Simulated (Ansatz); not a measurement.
Geometry optimisation, Ansatz 0.2.0, DFT PBE, scalar-relativistic, plane waves, PAW.

The input (input.yaml):

```yaml
crystal:
  lattice:
    - [-4.738, -4.738, 0.0]
    - [4.738, -4.738, 0.0]
    - [0.0, 0.0, 6.373]
  atoms:
    - { symbol: Sn, position: [0.5, 0.5, 0.0] }
    - { symbol: Sn, position: [0.0, 0.5, 0.25] }
    - { symbol: O, position: [0.1929, 0.5, 0.0] }
    - { symbol: O, position: [0.0, 0.1929, 0.25] }
    - { symbol: O, position: [0.8071, 0.5, 0.0] }
    - { symbol: O, position: [0.0, 0.8071, 0.25] }
    - { symbol: Sn, position: [0.5, 0.5, 0.5] }
    - { symbol: Sn, position: [0.0, 0.5, 0.75] }
    - { symbol: O, position: [0.1929, 0.5, 0.5] }
    - { symbol: O, position: [0.0, 0.1929, 0.75] }
    - { symbol: O, position: [0.8071, 0.5, 0.5] }
    - { symbol: O, position: [0.0, 0.8071, 0.75] }
    - { symbol: Sn, position: [0.0, 0.0, 0.0] }
    - { symbol: Sn, position: [0.5, 0.0, 0.25] }
    - { symbol: F, position: [0.3071, 0.0, 0.0] }
    - { symbol: O, position: [0.5, 0.6929, 0.25] }
    - { symbol: O, position: [0.5, 0.3071, 0.25] }
    - { symbol: Sn, position: [0.0, 0.0, 0.5] }
    - { symbol: Sn, position: [0.5, 0.0, 0.75] }
    - { symbol: O, position: [0.6929, 0.0, 0.5] }
    - { symbol: O, position: [0.5, 0.6929, 0.75] }
    - { symbol: O, position: [0.3071, 0.0, 0.5] }
    - { symbol: O, position: [0.5, 0.3071, 0.75] }
total_charge: 1
basis:
  ecutwfc: 420.0
kpoints:
  mp_grid: { grid: [2, 2, 2] }
hamiltonian:
  xc: pbe
  pseudopotentials: { kind: paw, azcp: { folder: soft_1 } }
scf:
  occupations: { method: gaussian, width: 0.02 }
  lower_state_search: "off"
relax:
  f_tol: 0.03
  max_steps: 60
  adjacent_minimum: "off"
```

Command:

```bash
$ ansatz run input.yaml --threads 2 --pin off --max-ram 5120MiB --backend cpu --events-out ev --progress --plain --runs-dir out
```

Question: Where does it end, and by what steps?

Answer: The forces met the threshold. Limits of this set-up: no spin, though dangling bonds at a vacancy may carry it, a small cell, in which the defect meets its images, charged cell in a uniform background, uncorrected. After 7 steps the energy has fallen by 1.054 eV; Sn13 moved furthest, 0.46 Å. Joined: Sn13–Sn14 (3.71 → 3.22 Å), Sn13–Sn19 (3.71 → 3.22 Å).

```
step  energy less start (eV)  largest force component (eV/Å)  accepted
   0                  0.0000                           2.042       yes
   1                 -0.8953                           0.712       yes
   2                 -1.0170                           0.323       yes
   3                 -1.0296                           0.180       yes
   4                 -1.0380                           0.108       yes
   5                 -1.0489                           0.051       yes
   6                 -1.0528                           0.050       yes
   7                 -1.0536                           0.023       yes
```

```xyz
23
Lattice="-4.7380 -4.7380 0.0000 4.7380 -4.7380 0.0000 0.0000 0.0000 6.3730" Properties=species:S:1:pos:R:3
Sn 0.008 -4.730 0.000
Sn 2.366 -2.372 1.586
O 1.442 -3.296 0.000
O 0.913 -0.906 1.558
O -1.439 -6.177 0.000
O 3.832 -3.825 1.558
Sn -0.008 -4.746 3.187
Sn 2.366 -2.372 4.787
O 1.437 -3.301 3.187
O 0.913 -0.906 4.815
O -1.448 -6.186 3.187
O 3.832 -3.825 4.815
Sn 0.326 0.326 0.000
Sn -2.443 -2.443 1.606
F -1.410 -1.410 0.000
O 0.931 -5.681 1.571
O -0.943 -3.807 1.571
Sn -0.073 -0.073 3.187
Sn -2.443 -2.443 4.767
O -3.354 -3.354 3.187
O 0.931 -5.681 4.802
O -1.512 -1.512 3.187
O -0.943 -3.807 4.802
```

Run time: 50 s on 2 threads of Arm Neoverse V2 (shared host), peak memory 0.76 GiB.
